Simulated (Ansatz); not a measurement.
# C4H12SSiZn: up Jacob's ladder to CCSD(T)

The task here is to estimate one member of a computed series from the others.

Method: functionals in def2-TZVPP, the program's frozen cores in correlated methods; program: Ansatz 0.2.0, Gaussian basis.

The runs, in order: LDA (SPW92), PBE-D4, revPBE-D4, BLYP-D4, r2SCAN-D4, B97M-V, PBE0-D4, B3LYP-D4, r2SCANh-D4, r2SCAN0-D4, HSE06-D4, BHLYP-D4, CAM-B3LYP-D4, LC-ωPBE, ωB97X-V, ωB97M-V, B2PLYP, PBE-QIDH; CCSD(T)/def2-SVP; CCSD(T)/def2-TZVPP; MP2/def2-QZVPP; extrapolation to the limit; RPA on PBE.

### The relaxed structure

An earlier PBE0-D4 in a triple-zeta def2 set relaxation fixed the geometry.

SMILES `[CH3][Zn][S][Si](C)(C)C`, 19 atoms, charge 0, spin multiplicity 1.

Atoms are counted from 1 here; the program's logs count them from 0.

Bond lengths: C1–Zn2 1.935 Å, C1–H8 1.092 Å, C1–H9 1.092 Å, C1–H10 1.092 Å, Zn2–S3 2.167 Å, S3–Si4 2.146 Å, Si4–C5 1.874 Å, Si4–C6 1.868 Å, Si4–C7 1.874 Å, C5–H11 1.092 Å, C5–H12 1.094 Å, C5–H13 1.094 Å, C6–H14 1.094 Å, C6–H15 1.092 Å, C6–H16 1.092 Å, C7–H17 1.094 Å, C7–H18 1.092 Å, C7–H19 1.094 Å. Angles: Zn2–C1–H8 110.4°, Zn2–C1–H9 110.7°, Zn2–C1–H10 110.7°, H8–C1–H9 108.3°, H8–C1–H10 108.2°, H9–C1–H10 108.4°, C1–Zn2–S3 179.6°, Zn2–S3–Si4 98.2°, S3–Si4–C5 110.7°, S3–Si4–C6 106.1°, S3–Si4–C7 110.7°, C5–Si4–C6 110.1°, C5–Si4–C7 109.1°, C6–Si4–C7 110.1°, Si4–C5–H11 110.8°, Si4–C5–H12 110.7°, Si4–C5–H13 111.6°, H11–C5–H12 108.3° and more.

The first run:

in.yaml

```yaml
crystal:
  periodic: [false, false, false]
  atoms:
    - {symbol: C, position_ang: [3.591548, 0.605658, 1.272025]}
    - {symbol: Zn, position_ang: [1.949930, -0.418035, 1.273878]}
    - {symbol: S, position_ang: [0.116848, -1.573711, 1.284754]}
    - {symbol: Si, position_ang: [-0.983109, -0.419146, -0.150938]}
    - {symbol: C, position_ang: [-0.128601, -0.448811, -1.818147]}
    - {symbol: C, position_ang: [-2.667714, -1.217431, -0.277571]}
    - {symbol: C, position_ang: [-1.153107, 1.358262, 0.418378]}
    - {symbol: H, position_ang: [3.592560, 1.321949, 0.447317]}
    - {symbol: H, position_ang: [3.703215, 1.159187, 2.206605]}
    - {symbol: H, position_ang: [4.455911, -0.051311, 1.154670]}
    - {symbol: H, position_ang: [0.026811, -1.475848, -2.155971]}
    - {symbol: H, position_ang: [-0.729650, 0.072396, -2.569682]}
    - {symbol: H, position_ang: [0.848327, 0.041766, -1.777796]}
    - {symbol: H, position_ang: [-3.292667, -0.684241, -1.000010]}
    - {symbol: H, position_ang: [-2.582109, -2.256991, -0.602040]}
    - {symbol: H, position_ang: [-3.177150, -1.206361, 0.688655]}
    - {symbol: H, position_ang: [-0.182441, 1.860724, 0.466849]}
    - {symbol: H, position_ang: [-1.604773, 1.405972, 1.411767]}
    - {symbol: H, position_ang: [-1.783850, 1.925972, -0.272735]}
basis:
  gaussian: {orbitals: def2-TZVPP}
hamiltonian: {xc: lda}
output: {orbitals: {seedname: orbitals}}
```

The run is started by

```console
$ ansatz run in.yaml --threads 2 --pin off --events-out ev --progress --plain --max-ram 22528MiB --backend cuda --devices 0, --max-vram 18GiB
```

Among the steps run: LDA; PBE-D4 (GGA); revPBE-D4 (GGA); BLYP-D4 (GGA); r2SCAN-D4 (meta-GGA); B97M-V (meta-GGA); PBE0-D4 (hybrid); B3LYP-D4 (hybrid); r2SCANh-D4 (hybrid); r2SCAN0-D4 (hybrid); HSE06-D4 (hybrid); BHLYP-D4 (hybrid); CAM-B3LYP-D4 (range-separated); LC-ωPBE (range-separated); ωB97X-V (range-separated); ωB97M-V (range-separated); B2PLYP (double hybrid); PBE-QIDH (double hybrid).

One of the session's tables, all rows but one given; the rest of the session is left out.

It belongs to the step «Frontier levels by functional». 

| functional | HOMO (eV) | gap (eV) |
| --- | --- | --- |
| LDA (SPW92) | -5.83 | 4.54 |
| PBE-D4 | -5.69 | 4.69 |
| revPBE-D4 | -5.63 | 4.76 |
| BLYP-D4 | -5.52 | 4.61 |
| r2SCAN-D4 | ? | ? |
| B97M-V | -6.03 | 5.08 |
| PBE0-D4 | -6.85 | 6.61 |
| B3LYP-D4 | -6.61 | 6.13 |
| r2SCANh-D4 | -6.38 | 5.92 |
| r2SCAN0-D4 | -7.02 | 6.95 |
| HSE06-D4 | -6.45 | 5.85 |
| BHLYP-D4 | -7.86 | 8.30 |
| CAM-B3LYP-D4 | -8.13 | 8.71 |
| LC-ωPBE | -9.50 | 11.16 |
| ωB97X-V | -9.16 | 10.67 |
| ωB97M-V | -9.02 | 10.17 |

Q: Estimate the row for r2SCAN-D4 from the others.

Worked estimate for «HOMO (eV)». Against the share of exact exchange, r2SCANh-D4 (0.1, -6.38), r2SCAN0-D4 (0.25, -7.02) give a slope of -4.27 per unit share; at 0 the line stands at -5.95.

As computed: HOMO (eV): -5.95; gap (eV): 5.23. In «HOMO (eV)» the line misses by 0.00.
